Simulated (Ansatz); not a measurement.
# Cl2H2NNbO: a ladder of functionals and wavefunction methods

One table from this session's results is given with a row withheld; the runs are named, their logs left out.

Program: Ansatz 0.2.0, Gaussian basis. Level of theory: functionals in def2-TZVPP, the program's frozen cores in correlated methods. These are calculated values, not measurements.

The runs, in order: LDA (SPW92), PBE-D4, revPBE-D4, BLYP-D4, r2SCAN-D4, B97M-V, PBE0-D4, B3LYP-D4, r2SCANh-D4, r2SCAN0-D4, HSE06-D4, BHLYP-D4, CAM-B3LYP-D4, LC-ωPBE, ωB97X-V, ωB97M-V, B2PLYP, PBE-QIDH; CCSD(T)/def2-SVP; CCSD(T)/def2-TZVPP; MP2/def2-QZVPP; extrapolation to the limit; RPA on PBE.

### The geometry

The geometry comes from an earlier relaxation with PBE0-D4 in a triple-zeta def2 set; it is a stationary point, not always the lowest conformer. Nb takes the def2 core potential; no spin-orbit term is included.

SMILES `[NH2][Nb](=[O])([Cl])[Cl]`, 7 atoms, charge 0, spin multiplicity 1.

Atoms are counted from 1 here; the program's logs count them from 0.

Bond lengths: N1–Nb2 1.939 Å, N1–H6 1.012 Å, N1–H7 1.010 Å, Nb2–O3 1.681 Å, Nb2–Cl4 2.301 Å, Nb2–Cl5 2.301 Å. Angles: Nb2–N1–H6 123.9°, Nb2–N1–H7 125.1°, H6–N1–H7 111.0°, N1–Nb2–O3 103.7°, N1–Nb2–Cl4 110.0°, N1–Nb2–Cl5 110.0°, O3–Nb2–Cl4 110.6°, O3–Nb2–Cl5 110.6°, Cl4–Nb2–Cl5 111.6°.

The first run:

Input file in.yaml:

```yaml
crystal:
  periodic: [false, false, false]
  atoms:
    - {symbol: N, position_ang: [-0.622384, 0.486755, 0.922381]}
    - {symbol: Nb, position_ang: [0.432704, -0.340496, -0.479058]}
    - {symbol: O, position_ang: [1.598223, -1.212538, 0.361756]}
    - {symbol: Cl, position_ang: [-0.888288, -1.749799, -1.729967]}
    - {symbol: Cl, position_ang: [1.416965, 1.280239, -1.783029]}
    - {symbol: H, position_ang: [-1.417281, 1.088528, 0.749154]}
    - {symbol: H, position_ang: [-0.458541, 0.379411, 1.913064]}
basis:
  gaussian: {orbitals: def2-TZVPP}
hamiltonian: {xc: lda}
output: {orbitals: {seedname: orbitals}}
```

The run is started by

```
> ansatz run in.yaml --threads 4 --pin off --events-out ev --progress --plain --max-ram 10444MiB
```

Among the steps run: LDA; PBE-D4 (GGA); revPBE-D4 (GGA); BLYP-D4 (GGA); r2SCAN-D4 (meta-GGA); B97M-V (meta-GGA); PBE0-D4 (hybrid); B3LYP-D4 (hybrid); r2SCANh-D4 (hybrid); r2SCAN0-D4 (hybrid); HSE06-D4 (hybrid); BHLYP-D4 (hybrid); CAM-B3LYP-D4 (range-separated); LC-ωPBE (range-separated); ωB97X-V (range-separated); ωB97M-V (range-separated); B2PLYP (double hybrid); PBE-QIDH (double hybrid).

One table of the session follows, with a row left open; its other results are not shown here.

It belongs to the step «Frontier levels by functional». 

| functional | HOMO (eV) | LUMO (eV) | gap (eV) |
| --- | --- | --- | --- |
| LDA (SPW92) | -7.62 | -3.42 | 4.20 |
| PBE-D4 | -7.42 | -3.19 | 4.23 |
| revPBE-D4 | -7.35 | -3.10 | 4.25 |
| BLYP-D4 | -7.27 | -3.07 | 4.20 |
| r2SCAN-D4 | -7.76 | -3.11 | 4.65 |
| B97M-V | -7.80 | -3.06 | 4.74 |
| PBE0-D4 | -8.79 | -2.43 | 6.37 |
| B3LYP-D4 | -8.53 | -2.64 | 5.90 |
| r2SCANh-D4 | -8.27 | -2.82 | 5.45 |
| r2SCAN0-D4 | -9.03 | -2.37 | 6.66 |
| HSE06-D4 | ? | ? | ? |
| BHLYP-D4 | -10.04 | -1.50 | 8.54 |
| CAM-B3LYP-D4 | -10.16 | -1.35 | 8.80 |
| LC-ωPBE | -11.57 | -0.22 | 11.34 |
| ωB97X-V | -11.17 | -0.29 | 10.87 |
| ωB97M-V | -11.03 | -0.33 | 10.70 |

Q: Estimate the row for HSE06-D4 from the others.

**Answer.** HOMO (eV): -8.39; LUMO (eV): -2.80; gap (eV): 5.59. In the column «HOMO (eV)» it lies between B3LYP-D4 (-8.53) and r2SCANh-D4 (-8.27).
